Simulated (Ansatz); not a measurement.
# GeH₄OSSe: small, medium and large basis sets

The task here is to estimate one member of a computed series from the others.

The runs use Ansatz 0.2.0, Gaussian basis; one geometry, several basis sets.

Levels to be run: PBE0-D4/def2-SVP; ωB97M-V/def2-SVP; PBE0-D4/def2-QZVPP; ωB97M-V/def2-QZVPP; the functionals' def2-TZVPP values are taken from earlier runs.

### The geometry

All runs share one geometry, relaxed beforehand with PBE0-D4 in a triple-zeta def2 set.

SMILES `[OH][GeH]([SH])[SeH]`, 8 atoms, charge 0, spin multiplicity 1.

Atoms are counted from 1 here; the program's logs count them from 0.

Bond lengths: O1–Ge2 1.773 Å, O1–H5 0.961 Å, Ge2–S3 2.218 Å, Ge2–Se4 2.348 Å, Ge2–H6 1.531 Å, S3–H7 1.345 Å, Se4–H8 1.469 Å. Angles: Ge2–O1–H5 112.4°, O1–Ge2–S3 109.4°, O1–Ge2–Se4 113.8°, O1–Ge2–H6 103.6°, S3–Ge2–Se4 105.8°, S3–Ge2–H6 114.8°, Se4–Ge2–H6 109.7°, Ge2–S3–H7 93.1°, Ge2–Se4–H8 91.7°.

The first run:

in.yaml

```yaml
crystal:
  periodic: [false, false, false]
  atoms:
    - {symbol: O, position_ang: [-1.382868, -0.581650, 0.844264]}
    - {symbol: Ge, position_ang: [-0.376444, 0.083758, -0.455196]}
    - {symbol: S, position_ang: [1.026934, 1.578121, 0.391427]}
    - {symbol: Se, position_ang: [0.966377, -1.515722, -1.528453]}
    - {symbol: H, position_ang: [-0.865858, -1.054181, 1.502256]}
    - {symbol: H, position_ang: [-1.395582, 0.649983, -1.446992]}
    - {symbol: H, position_ang: [0.082120, 2.128679, 1.174345]}
    - {symbol: H, position_ang: [2.037321, -1.345988, -0.537452]}
basis:
  gaussian: {orbitals: def2-SVP}
hamiltonian: {xc: pbe0, dispersion: d4}
output: {orbitals: {seedname: orbitals}}
```

Steps of the session up to this table: PBE0-D4 in def2-SVP; ωB97M-V in def2-SVP; PBE0-D4 in def2-QZVPP; ωB97M-V in def2-QZVPP.

One of the session's tables, all rows but one given; the rest of the session is left out.

It belongs to the step «Functionals by basis». 

```
functional       basis  HOMO (eV)
   PBE0-D4    def2-SVP      -7.21
   PBE0-D4  def2-TZVPP      -7.36
   PBE0-D4  def2-QZVPP      -7.39
   ωB97M-V    def2-SVP      -9.37
   ωB97M-V  def2-TZVPP          ?
   ωB97M-V  def2-QZVPP      -9.57
```

Q: Estimate the row for ωB97M-V, def2-TZVPP from the others.

As computed: HOMO (eV): -9.54. In the column «HOMO (eV)» it lies between ωB97M-V, def2-QZVPP (-9.57) and ωB97M-V, def2-SVP (-9.37).
